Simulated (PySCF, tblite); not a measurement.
**C₅H₅ClF radical: geometry, infrared bands and EPR parameters**

Aim: predict the infrared bands and EPR parameters of C₅H₅ClF radical (`[H]/[C]=C1/[C@@H](C)[C@]1(F)Cl`).

The runs use tblite 0.8.0 and PySCF 2.14.0, with density-fitted response routines of our own; the level of theory stands in each step. All values are computed, except where a source is named. Atoms are numbered from 0 throughout.

## (1) The molecule as given

12 atoms, charge 0, multiplicity 2; geometry from: force field or distance geometry start.

Bonds of the start (Å): C0–C1 1.31, C1–C2 1.44, C2–C3 1.48, C2–C4 1.50, C4–F5 1.38, C4–Cl6 1.76, C4–C1 1.45, C0–H7 1.06, C2–H8 1.09, C3–H9 1.10, C3–H10 1.10, C3–H11 1.09.

## (2) Geometry optimisation with GFN2-xTB

What the job is given:

```
{"job": {"kind": "relax", "xc": "GFN2-xTB", "basis": "xTB"}, "charge": 0, "multiplicity": 2}
C      1.825700    -0.693000     0.091700
C      1.000200    -0.055200    -0.705900
C     -0.424900    -0.050000    -0.532700
C     -1.141000    -0.652200     0.614300
C      0.378400     1.202200    -0.344300
F      0.529900     1.666100     0.946700
Cl     0.353900     2.423900    -1.612200
H      2.495900    -1.195100     0.747700
H     -0.989400    -0.172700    -1.453300
H     -0.622800    -0.508100     1.578200
H     -1.260600    -1.739000     0.466300
H     -2.144000    -0.227600     0.721600
```

The run is started by

```
OMP_NUM_THREADS=1 python probes_run.py task.json out
```

This one command runs all jobs of the session in turn.

The log of the run:

```text
step      E/eV     max force
  0    -607.93531    5.760
  1    -608.17374    5.414
  2    -608.33973    1.957
  3    -608.46076    1.456
  4    -608.62567    0.949
  5    -608.68436    0.643
  6    -608.71535    0.567
  7    -608.75498    0.621
  8    -608.78693    0.635
  9    -608.81478    0.493
 10    -608.84177    0.575
 11    -608.87431    0.687
 12    -608.90721    0.675
 13    -608.93904    0.585
 14    -608.96504    0.409
 15    -608.98236    0.392
 16    -608.99577    0.353
 17    -609.00927    0.359
 18    -609.02304    0.414
 19    -609.03829    0.481
 20    -609.05216    0.408
 21    -609.05896    0.363
 22    -609.06610    0.229
 23    -609.07296    0.292
 24    -609.08244    0.336
 25    -609.08947    0.234
 26    -609.09652    0.242
 27    -609.10288    0.291
 28    -609.11125    0.401
 29    -609.11964    0.340
 30    -609.12760    0.338
 31    -609.13374    0.238
 32    -609.13719    0.198
 33    -609.13922    0.142
 34    -609.14089    0.115
 35    -609.14249    0.094
 36    -609.14330    0.091
 37    -609.14408    0.063
 38    -609.14449    0.059
 39    -609.14476    0.043
 40    -609.14494    0.034
 41    -609.14508    0.029
 42    -609.14518    0.026
 43    -609.14526    0.023
 44    -609.14535    0.032
 45    -609.14546    0.032
 46    -609.14557    0.026
 47    -609.14565    0.026
 48    -609.14570    0.024
 49    -609.14575    0.022
 50    -609.14583    0.025
 51    -609.14590    0.021
 52    -609.14594    0.013
 53    -609.14595    0.009
```

Run time: 0.24 s. Hardware: 1 thread of Arm Neoverse V2, shared host.

The steps of the relaxation: (not every step is listed)

```
step  energy from step 0 (eV)  largest force (eV/Å)
   0                   0.0000                5.7605
   1                  -0.2384                5.4142
   2                  -0.4044                1.9573
   3                  -0.5255                1.4560
   4                  -0.6904                0.9493
   5                  -0.7491                0.6426
   6                  -0.7800                0.5672
   7                  -0.8197                0.6208
   8                  -0.8516                0.6347
  12                  -0.9719                0.6751
  16                  -1.0605                0.3533
  20                  -1.1168                0.4084
  24                  -1.1471                0.3356
  28                  -1.1759                0.4013
  32                  -1.2019                0.1985
  36                  -1.2080                0.0914
  40                  -1.2096                0.0336
  44                  -1.2100                0.0316
  48                  -1.2104                0.0236
  49                  -1.2104                0.0222
  50                  -1.2105                0.0245
  51                  -1.2106                0.0213
  52                  -1.2106                0.0132
  53                  -1.2106                0.0087
```

Close pairs (by a distance rule), those that changed most:

```
  bond  before (Å)  after (Å)  change (Å)
 C1–C4       1.449      1.529      +0.080
 C1–C2       1.436      1.491      +0.055
 C0–C1       1.313      1.260      -0.053
 C2–C3       1.480      1.510      +0.030
 C4–F5       1.380      1.355      -0.026
 C3–H9       1.104      1.087      -0.017
C3–H10       1.103      1.087      -0.016
C4–Cl6       1.761      1.750      -0.011
```

The end geometry stands in the next job.

## (3) Harmonic vibrations with GFN2-xTB

What the job is given:

```
{"job": {"kind": "ir", "xc": "GFN2-xTB", "basis": "xTB"}, "charge": 0, "multiplicity": 2}
C      2.076988    -0.919349    -0.085757
C      1.030483    -0.232233    -0.229092
C     -0.443038    -0.120532    -0.424960
C     -1.379421    -0.596020     0.660285
C      0.347552     1.135835    -0.229729
F      0.258505     1.790252     0.952896
Cl     0.619196     2.255540    -1.546651
H      3.122973    -0.875386     0.075884
H     -0.794510    -0.294235    -1.436886
H     -0.966188    -0.381476     1.642627
H     -1.530436    -1.669024     0.570023
H     -2.340905    -0.094056     0.569461
```

The log of the run:

```text
mode    cm-1     km/mol
  1     123.1      0.26
  2     152.4      0.12
  3     174.8      0.45
  4     188.8      1.66
  5     227.5      9.31
  6     305.2      3.50
  7     370.3      6.15
  8     472.0      6.13
  9     520.1      3.71
 10     591.5     31.16
 11     611.3     93.12
 12     680.9     22.10
 13     734.0     32.88
 14     828.2     12.52
 15     919.1     43.60
 16    1000.1     59.64
 17    1033.9     43.01
 18    1095.4      7.74
 19    1113.0     17.35
 20    1209.4     25.41
 21    1346.0     19.41
 22    1403.8      3.30
 23    1475.6      8.28
 24    1479.6      5.05
 25    1876.0      1.39
 26    3020.5      7.68
 27    3026.8     17.23
 28    3042.6     16.09
 29    3053.6     11.75
 30    3251.7      2.60
```

Run time: 0.25 s. Hardware: 1 thread of Arm Neoverse V2, shared host.

The strongest bands and the atoms that carry them (share of the mass-weighted mode):

```
cm⁻¹  km/mol                                atoms
 592    31.2            C2 24 %, C4 21 %, F5 20 %
 611    93.1            H7 50 %, C0 17 %, C1 12 %
 681    22.1                     H7 71 %, C0 11 %
 734    32.9                     C4 49 %, C2 17 %
 919    43.6   C4 33 %, F5 14 %, H8 13 %, C3 12 %
1000    59.6  H8 34 %, H10 25 %, C3 12 %, C4 12 %
1034    43.0                     H8 39 %, C4 14 %
1209    25.4                     H8 56 %, C4 27 %
```

## (4) g tensor and hyperfine couplings: B3LYP/pcH-1

Same as in step 3 but for these lines:

```diff
@@ -1,2 +1,2 @@
-{"job": {"kind": "ir", "xc": "GFN2-xTB", "basis": "xTB"}, "charge": 0, "multiplicity": 2}
+{"job": {"kind": "epr", "basis": "pcH-1"}, "charge": 0, "multiplicity": 2}
 C      2.076988    -0.919349    -0.085757
```

Method: UKS B3LYP, pcH-1 on C Cl F H, non-relativistic, mean-field spin-orbit, GIAO.

The log of the run:

```text
UKS, coarse grid
  cycle   1  E = -753.35218756  |g| = 4.83e-01
  cycle   2  E = -753.20000234  |g| = 8.01e-01
  cycle   3  E = -753.44053592  |g| = 1.10e-01
  cycle   4  E = -753.44405950  |g| = 7.89e-02
  cycle   5  E = -753.44718616  |g| = 1.63e-02
  cycle   6  E = -753.44734345  |g| = 5.95e-03
  cycle   7  E = -753.44738401  |g| = 2.86e-03
  cycle   8  E = -753.44739434  |g| = 1.50e-03
  cycle   9  E = -753.44739914  |g| = 7.58e-04
UKS, final grid
  cycle   1  E = -753.44739893  |g| = 9.27e-04
  cycle   2  E = -753.44739880  |g| = 1.37e-03
  cycle   3  E = -753.44739953  |g| = 1.63e-04
  cycle   4  E = -753.44739960  |g| = 1.47e-04
  cycle   5  E = -753.44739964  |g| = 6.60e-05
  cycle   6  E = -753.44739964  |g| = 1.37e-05
E = -753.44739964 Eh   <S^2> = 0.7606 (exact 0.7500)
g shifts (ppm)      1          2          3
  rmc          -170       -170       -170
  gc             15         18          9
  oz_so        -278       1211       2080
  total        -432       1060       1919
hyperfine (MHz)  atom isotope    a_iso     a_fc   dipolar eigenvalues
    0   13C     229.64     229.72    -73.91    -54.66    128.57
    1   13C     -28.64     -28.64    -14.63     -2.96     17.59
    2   13C      54.42      54.39     -8.94     -8.69     17.63
    3   13C      -3.19      -3.20     -0.71     -0.63      1.34
    4   13C     139.92     139.84    -18.78    -17.38     36.17
    5   19F      40.82      40.30    -47.10    -36.72     83.82
    6  35Cl       6.16       6.12     -6.08     -4.07     10.15
    7    1H      15.92      15.91    -29.98     -5.02     35.00
    8    1H      -3.29      -3.31     -4.29     -1.15      5.44
    9    1H       2.48       2.47     -1.73     -1.02      2.75
   10    1H      -0.61      -0.61     -1.86     -0.88      2.74
   11    1H       9.23       9.23     -1.29     -0.58      1.87
```

It took 54 s on 1 thread of Arm Neoverse V2, shared host; peak memory 0.86 GiB.

Principal g values 2.00189, 2.00338, 2.00424; g(iso) = 2.00317, against 2.00232 for a free electron.

Hyperfine couplings; where a row names several nuclei, a(iso) is their mean (it holds for fast rotation or exchange) and the dipolar term the largest among them:

```
      nuclei  isotope  a(iso) (MHz)  a(iso) (G, at g = 2.0023)  largest dipolar term (MHz)
          C0      13C         229.6                       81.9                       128.6
          C4      13C         139.9                       49.9                        36.2
          C2      13C          54.4                       19.4                        17.6
          F5      19F          40.8                       14.6                        83.8
          C1      13C         -28.6                      -10.2                        17.6
          H7       1H          15.9                        5.7                        35.0
         Cl6     35Cl           6.2                        2.2                        10.1
H9, H10, H11       1H           3.7                        1.3                         2.8
          H8       1H          -3.3                       -1.2                         5.4
          C3      13C          -3.2                       -1.1                         1.3
```

Mulliken spin populations:

```
atom  value (e)
  C0       0.93
  C1      -0.20
  C2       0.08
  C3       0.00
  C4       0.17
  F5       0.01
 Cl6       0.02
  H7       0.00
  H8       0.00
  H9       0.00
 H10       0.00
 H11       0.00
```

In first order the couplings over 0.8 MHz of 19F, 1H, 35Cl give 128 distinct lines over 32.0 G, if the averaged nuclei exchange fast; the same motion can average rows kept apart here too.

Orbitals, density, ELF and potential are computed afterwards from the orbital file.

ELF in a plane through or near 6 of the atoms.

Ten even steps from ' ' (0.00) to '@' (1.00):
```
                                                        
                    ......                              
                ..--======::..                          
            ..==**%%%%%%%%**==                          
          ..==##%%**--##%%**--                          
          ::++%%@@----::##==..                          
          ::==##%%##**%%##==--..        ..              
            ..::--==++##++####==..    **%%##--          
                  ::++**--@@@@##--::**@@@@@@@@::        
                ::++####**++--++%%**%%@@@@@@@@::        
          ....::++##==++==##++%%%%::::%%%%##==          
        ::**####++##%%++****====++**##%%==..            
      ..%%@@@@@@--++--##==..    ++@@@@@@%%::            
      ..%%@@@@@@%%**%%##--      ==@@@@@@%%::            
        ::**##**##%%%%##==      ..++####--              
            ..::==**##**--          ..                  
                ..::::..                                
                                                        
                                                        
                                                        
```
The map spans 10.8 Å across and 10.1 Å up, centred on the molecule. Atoms in the plane (x, y in Å): C0 (-1.9, -1.3), C1 (-1.0, -0.4), C3 (1.6, -0.4), Cl6 (-1.4, 2.4), H10 (1.9, -1.3), H11 (2.4, 0.3).

On the surface of density 0.002 e/bohr³ the electrostatic potential runs, from the 1st to the 99th percentile, from -0.72 V near F5 to 1.26 V near H7.

The spin density lies nearest to C0 60 %; C4 11 %; C1 9 % (beta excess); H7 8 %.

## (5) Outcome

```
                                                                  quantity                 value
                                 strongest single infrared mode (GFN2-xTB)   611 cm⁻¹, 93 km/mol
                                              zero-point energy (GFN2-xTB)         50.5 kcal/mol
                                                            g(iso) (B3LYP)               2.00317
                                                                      ⟨S²⟩    0.761 (exact 0.75)
                                        largest a(iso) (averaged by class)  13C on C0, 229.6 MHz
potential on the surface of density 0.002 e/bohr³, 1st and 99th percentile    -0.72 V and 1.26 V
```

What this shows: Over 53 steps the energy fell by 1.211 eV; of the close pairs, C1–C4 changed most, 1.449 to 1.529 Å. All 30 modes are real, so the xTB geometry is a minimum. The strongest single mode, at 611 cm⁻¹, is spread over several atoms, H7, C0, C1 among them. Unscaled tight-binding wavenumbers are off by several per cent, some by more. Its intensities can rank the bands wrongly. C0 carries the largest spin population, 0.93 e. The isotropic g lies 0.8 ppt above the free-electron value. These values are for one conformer; the search (at its own cheap level) found 1 more, at 0.69 kcal/mol, and measured spectra average over such forms.
